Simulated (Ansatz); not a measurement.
# C2H9ClHfN2O: vertical ionisation energy

An exercise on one series of results from a longer session: the logs are not shown, and one member is left open.

The runs use Ansatz 0.2.0, Gaussian basis; unrestricted cation, the program's frozen cores in correlated methods.

Plan: UKS PBE-D4/def2-TZVPP; UKS r2SCAN-D4/def2-TZVPP; UKS PBE0-D4/def2-TZVPP; UKS B3LYP-D4/def2-TZVPP; UKS wB97X-V/def2-TZVPP; UKS wB97M-V/def2-TZVPP; UKS B2PLYP/def2-TZVPP; UHF-CCSD(T)/def2-TZVPP; UHF-MP2/def2-QZVPP; extrapolation to the limit; then −ε(HOMO) from the neutral's earlier runs with LDA (SPW92), PBE-D4, revPBE-D4, BLYP-D4, r2SCAN-D4, B97M-V, PBE0-D4, B3LYP-D4, r2SCANh-D4, r2SCAN0-D4, HSE06-D4, BHLYP-D4, CAM-B3LYP-D4, LC-ωPBE, ωB97X-V, ωB97M-V.

## The geometry

An earlier PBE0-D4 in a triple-zeta def2 set relaxation fixed the geometry. Hf takes the def2 core potential; no spin-orbit term is included.

SMILES `C[N](C)[Hf]([NH2])([OH])[Cl]`, 16 atoms, charge 0, spin multiplicity 1.

Atoms are counted from 1 here; the program's logs count them from 0.

Bond lengths: C1–N2 1.445 Å, C1–H8 1.098 Å, C1–H9 1.099 Å, C1–H10 1.100 Å, N2–C3 1.440 Å, N2–Hf4 2.020 Å, C3–H11 1.100 Å, C3–H12 1.091 Å, C3–H13 1.100 Å, Hf4–N5 2.026 Å, Hf4–O6 1.929 Å, Hf4–Cl7 2.391 Å, N5–H14 1.010 Å, N5–H15 1.011 Å, O6–H16 0.953 Å. Angles: N2–C1–H8 111.3°, N2–C1–H9 111.7°, N2–C1–H10 111.9°, H8–C1–H9 106.5°, H8–C1–H10 107.2°, H9–C1–H10 107.9°, C1–N2–C3 112.8°, C1–N2–Hf4 114.8°, C3–N2–Hf4 132.4°, N2–C3–H11 111.5°, N2–C3–H12 110.4°, N2–C3–H13 111.5°, H11–C3–H12 107.9°, H11–C3–H13 107.2°, H12–C3–H13 108.2°, N2–Hf4–N5 106.8°, N2–Hf4–O6 110.4°, N2–Hf4–Cl7 106.8° and more.

Set-up of the first run:

Input file in.yaml:

```yaml
crystal:
  periodic: [false, false, false]
  atoms:
    - {symbol: C, position_ang: [1.555908, 0.325581, 1.110067]}
    - {symbol: N, position_ang: [0.643726, -0.220318, 0.130879]}
    - {symbol: C, position_ang: [1.072532, -1.495943, -0.380317]}
    - {symbol: Hf, position_ang: [-0.976328, 0.925772, -0.248455]}
    - {symbol: N, position_ang: [-2.073689, -0.052263, -1.643328]}
    - {symbol: O, position_ang: [-2.054417, 1.110623, 1.340566]}
    - {symbol: Cl, position_ang: [-0.163832, 3.025988, -1.051460]}
    - {symbol: H, position_ang: [1.209336, 1.301076, 1.476918]}
    - {symbol: H, position_ang: [2.557206, 0.488434, 0.687400]}
    - {symbol: H, position_ang: [1.660594, -0.332463, 1.984768]}
    - {symbol: H, position_ang: [1.166488, -2.241720, 0.422784]}
    - {symbol: H, position_ang: [0.353678, -1.875401, -1.108240]}
    - {symbol: H, position_ang: [2.053409, -1.423395, -0.872403]}
    - {symbol: H, position_ang: [-2.986311, -0.461733, -1.502396]}
    - {symbol: H, position_ang: [-1.850245, -0.091980, -2.628821]}
    - {symbol: H, position_ang: [-2.168044, 1.017742, 2.282039]}
basis:
  gaussian: {orbitals: def2-TZVPP}
total_charge: 1
magnetization: {spin_polarized: true, initial_magnetization: 1}
hamiltonian: {xc: pbe, dispersion: d4}
```

Command:

```sh
$ ansatz run in.yaml --threads 2 --pin off --events-out ev --progress --plain --max-ram 22528MiB --backend cuda --devices 0, --max-vram 18GiB
```

Among the steps run: Cation, UKS PBE-D4/def2-TZVPP; Cation, UKS r2SCAN-D4/def2-TZVPP; Cation, UKS PBE0-D4/def2-TZVPP; Cation, UKS B3LYP-D4/def2-TZVPP; Cation, UKS wB97X-V/def2-TZVPP; Cation, UKS wB97M-V/def2-TZVPP; Cation, UKS B2PLYP (frozen core)/def2-TZVPP; Cation, UHF-CCSD(T)/def2-TZVPP; Cation, UHF-MP2/def2-QZVPP.

One of the session's tables, all rows but one given; the rest of the session is left out.

It belongs to the step «Ionisation energies side by side». Orbital estimates, from the neutral's runs:

| functional | −ε(HOMO) (eV) |
| --- | --- |
| LDA (SPW92) | 5.33 |
| PBE-D4 | 5.19 |
| revPBE-D4 | 5.13 |
| BLYP-D4 | 5.08 |
| r2SCAN-D4 | 5.42 |
| B97M-V | ? |
| PBE0-D4 | 6.45 |
| B3LYP-D4 | 6.24 |
| r2SCANh-D4 | 5.89 |
| r2SCAN0-D4 | 6.61 |
| HSE06-D4 | 6.05 |
| BHLYP-D4 | 7.64 |
| CAM-B3LYP-D4 | 7.80 |
| LC-ωPBE | 9.11 |
| ωB97X-V | 8.79 |
| ωB97M-V | 8.70 |

Q: Estimate the row for B97M-V from the others.

As computed: −ε(HOMO) (eV): 5.52. In the column «−ε(HOMO) (eV)» it lies between r2SCAN-D4 (5.42) and r2SCANh-D4 (5.89).
